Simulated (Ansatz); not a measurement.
**GeN₂H (doublet): from Hartree-Fock to the top rungs at a displaced geometry (v2), cc-pVDZ**

An exercise on one series of results from a longer session: the logs are not shown, and one member is left open.

Method: cc-pVDZ, core rule «outside noble gas», up to 16 orbitals frozen; program: Ansatz 0.2.0, Gaussian basis.

Plan: UHF; CCSD(T) on ROHF; CCSD(T) on UHF; BCCD(T) on ROHF; CISD; CCSDT(Q) on ROHF; CCSDT(Q) on UHF.

17 further runs of the same task are left out: 9 that didn't finish, 8 set aside as unsound or not needed.

**The geometry**

The geometry is a PBE0/def2-TZVP stationary point (not a proven minimum) with its atoms shifted at random (size 0.100 Å). No spin-orbit coupling is included. The filled d shell of Ge may be among the frozen orbitals whatever the setting's name suggests; the logs give the count.

4 atoms, charge 0, spin multiplicity 2.

Atoms are counted from 1 here; the program's logs count them from 0.

Bond lengths: Ge1–N2 2.059 Å, Ge1–H4 1.512 Å, N2–N3 1.117 Å. Angles: N2–Ge1–H4 83.7°, Ge1–N2–N3 166.8°.

Set-up of the first run:

File in.yaml:

```yaml
crystal:
  periodic: [false, false, false]
  atoms:
    - {symbol: Ge, position_ang: [0.034926, -0.028466, 0.717925]}
    - {symbol: N, position_ang: [-0.129948, 0.086580, -1.331263]}
    - {symbol: N, position_ang: [-0.053327, -0.045515, -2.437692]}
    - {symbol: H, position_ang: [0.029781, 1.480828, 0.635519]}
basis:
  gaussian: {orbitals: cc-pVDZ}
magnetization: {spin_polarized: true, initial_magnetization: 1}
hamiltonian: {xc: hf}
output: {orbitals: {seedname: orbitals}}
```

Launch:

```sh
$ ansatz run in.yaml --threads 1 --pin off --events-out ev --progress --plain --max-ram 2393MiB
```

Steps of the session up to this table: UHF; CCSD(T) on ROHF; CCSD(T) on UHF; BCCD(T) on ROHF; CISD; CCSDT(Q) on ROHF; CCSDT(Q) on UHF.

One of the session's tables, all rows but one given; the rest of the session is left out.

| method | from RCCSDT(Q) (meV) |
| --- | --- |
| ROHF | +11676.9 |
| UHF | +11531.8 |
| RMP2 | +970.7 |
| UMP2 | +1226.4 |
| RCCSD | +526.0 |
| UCCSD | +517.6 |
| RCCSD(T) | +76.4 |
| UCCSD(T) | ? |
| BCCD(T) | +74.6 |
| RCCSDT | +62.0 |
| UCCSDT | +58.8 |
| RCCSDT(Q) | 0 |
| UCCSDT(Q) | -1.9 |

Q: Estimate the row for UCCSD(T) from the others.

The run gave: from RCCSDT(Q) (meV): +80.1. In the column «from RCCSDT(Q) (meV)» it lies between RCCSD(T) (+76.4) and UCCSD (+517.6).

Not comparable, so not listed: CISD (they don't share determinant, frozen orbitals or solution with the rows shown, or repeat one).

To keep in mind: Restricted and unrestricted rows rest on different reference determinants; where their highest levels disagree by more than a few hundredths of an eV, they describe different states and don't form one ladder.
